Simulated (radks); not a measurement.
# Tc¹⁴⁺ in [Ar] 3d10 4s0.75 4d0.25: an all-electron calculation

Wanted: eigenvalues, radial structure and energy terms of the technetium ion Tc14+.

Method: scalar-relativistic Kohn-Sham, exchange-only PBE, spin-polarised, spherical densities, point nucleus; open shells are filled with parallel spins first. Code: radks (a radial shooting solver on a logarithmic mesh, Libxc functionals) version 1.

## (1) What is computed

- element: technetium (Z = 43)
- charge: +14
- electrons: 29
- configuration: [Ar] 3d10 4s0.75 4d0.25

## (2) The calculation

Settings of this run:

```text
Z 43
configuration [Ar] 3d10 4s0.75 4d0.25
relativity scalar-relativistic
functional pbe,
spin polarised
nucleus point
c 137.035999084
```

**Question.** What will this run give?

As calculated:

```
                        quantity                   value
                    total energy     -4214.96412 hartree
exchange-correlation share of it                  2.77 %
                            −T/E                  1.0335
          highest occupied level       4d up, -242.69 eV
    most extended occupied level  4d up, <r> = 1.03 bohr
 radius at density 0.001 e/bohr³               1.86 bohr
    maxima of the radial density                       3
```

What this shows: The radial density shows 3 maxima for 4 occupied principal shells; where shells overlap, one shows as a shoulder or not at all. Relativity lifts −T/E to 1.033. This is not the tabulated ground configuration, so its levels and sizes aren't those of the ground state, and no measured value stands beside it.
